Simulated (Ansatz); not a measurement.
# Zr3TiC4: the cost of one run

Program: Ansatz 0.2.0. Level of theory: DFT PBE, scalar-relativistic, plane waves, PAW. These are calculated values, not measurements.

1 further run of the same task is left out (it didn't finish).

### Step 1. The structure to begin with

It takes space group Cmmm (No. 65, orthorhombic). Conventional cell: a = 6.902 Å, b = 9.761 Å, c = 3.451 Å, α = 90.00°, β = 90.00°, γ = 90.00°. Around Zr (site symmetry mmm) lie 6 C at 2.44 Å. Zr (site symmetry 2/m) has 6 C at 2.44 Å as nearest neighbours. Ti (site symmetry mmm) has 6 C at 2.44 Å as nearest neighbours. C (site symmetry m2m) is surrounded by 5 Zr at 2.44 Å and 1 Ti at 2.44 Å. C (site symmetry 2mm) has 4 Zr at 2.44 Å and 2 Ti at 2.44 Å as nearest neighbours.

As a file:

```
CELL_PARAMETERS angstrom
3.45117 -4.88069 0.00000
3.45117 4.88069 0.00000
0.00000 0.00000 3.45117
ATOMIC_POSITIONS crystal
Zr 0.00000 0.00000 0.00000
Zr 0.00000 0.50000 0.50000
Zr 0.50000 0.00000 0.50000
Ti 0.50000 0.50000 0.00000
C 0.25000 0.75000 0.00000
C 0.75000 0.25000 0.00000
C 0.25000 0.25000 0.50000
C 0.75000 0.75000 0.50000
```

The start is an ordering of an alloy on its end members' structure types: elements ordered on the sites of the ZrC type, Ti/Zr on Zr (Cmmm, No. 65).

### Step 2. Probe: one point on a coarse mesh

File input.yaml:

```yaml
crystal:
  lattice:
    - [3.45116684, -4.88068696, 0.0]
    - [3.45116684, 4.88068696, 0.0]
    - [0.0, 0.0, 3.45116684]
  atoms:
    - { symbol: Zr, position: [0.0, 0.0, 0.0] }
    - { symbol: Zr, position: [0.0, 0.5, 0.5] }
    - { symbol: Zr, position: [0.5, 0.0, 0.5] }
    - { symbol: Ti, position: [0.5, 0.5, 0.0] }
    - { symbol: C, position: [0.25, 0.75, 0.0] }
    - { symbol: C, position: [0.75, 0.25, 0.0] }
    - { symbol: C, position: [0.25, 0.25, 0.5] }
    - { symbol: C, position: [0.75, 0.75, 0.5] }
basis:
  ecutwfc: 420
kpoints:
  mp_grid: { grid: [4, 4, 6] }
hamiltonian:
  xc: pbe
scf:
  occupations: { method: gaussian, width: 0.1 }
  lower_state_search: "off"
output:
  forces: true
  stress: true
  eigenvalues: true
```

The run is started by

```bash
> ansatz run input.yaml --threads 1 --pin off --max-ram 2560MiB --backend cpu --events-out ev --progress --plain --runs-dir out
```

Q: Estimate wall time and peak memory on 1 thread of Arm Neoverse V2, shared host.

About 5.1 s, with a peak of 0.42 GiB.
